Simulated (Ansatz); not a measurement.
Br, space group Pm-3m, a frozen displacement of one atom

Computed with the Ansatz DFT code, driven from Python.

`br.xyz`
```text
3
Lattice="4.59764038 0.0 0.0 0.0 4.59764038 0.0 0.0 0.0 4.59764038" Properties=species:S:1:pos:R:3 pbc="T T T"
Br    2.29882019    0.00000000    0.00000000
Br    0.00000000    2.29882019    0.00000000
Br    0.00000000    0.00000000    2.29882019
```

The cells in order, each with its output:

In [1]:
```python
import warnings

import ansatz as az
import numpy as np
```

In [2]:
```python
warnings.simplefilter("ignore", az.DeckWarning)
```

In [3]:
```python
system = az.Crystal.from_extxyz("br.xyz")
```

In [4]:
```python
len(system.resolved().sites)
```
Out [4]:
```text
3
```

In [5]:
```python
inverse = np.linalg.inv(np.array(system.lattice.vectors))
home = np.array(system.sites[2].position)
values = np.linspace(-0.2, 0.2, 5)
energies, pulls = [], []
for shift in values:
    moved = system.move(2, to=home + shift * inverse[1])
    job = (
        moved.calculation()
        .kpoints(7, 7, 7)
        .basis(450)
        .occupations("cold")
        .functional("lda")
        .forces()
    )
    report = job.run(threads=1, pin="off").report
    energies.append(report["free_energy_ev"])
    pulls.append(report["forces_ev_ang"][2][1])
```

In [6]:
```python
# the force is minus the slope of the free energy
print("shift (A)   dE (eV)   force along y (eV/A)")
for shift, e, f in zip(values, energies, pulls):
    print(f"{shift:8.3f} {e - energies[2]:10.5f} {f:12.4f}")
print(f"stiffness from energies {2 * np.polyfit(values, energies, 2)[0]:.3f}, from forces {-np.polyfit(values, pulls, 1)[0]:.3f} eV/A^2")
```
```text
shift (A)   dE (eV)   force along y (eV/A)
  -0.200    0.01387       0.1203
  -0.100    0.00382       0.0741
   0.000    0.00000       0.0000
   0.100    0.00382      -0.0741
   0.200    0.01387      -0.1203
stiffness from energies 0.683, from forces 0.629 eV/A^2
```

The curvature of the energy gives 0.683 eV/Å² and the slope of the force 0.629 eV/Å², a positive curvature.

Reading the output:
- The cell holds an odd number of electrons and is run without spin, so a magnetic state may lie lower.
- In a metal a curvature from energy changes of a few meV or less hangs on mesh and smearing, in size and even in sign.
- This isn't the structure that Br takes at ambient conditions.
- All periodic images of the atom move with it, so the curvature is one diagonal element of the zone-centre force constants and no normal mode; a positive value doesn't exclude soft modes in which several atoms move.
- Wall time of the script: 29 s on 1 thread of Arm Neoverse V2, with other jobs on the host, peak memory 0.45 GiB.
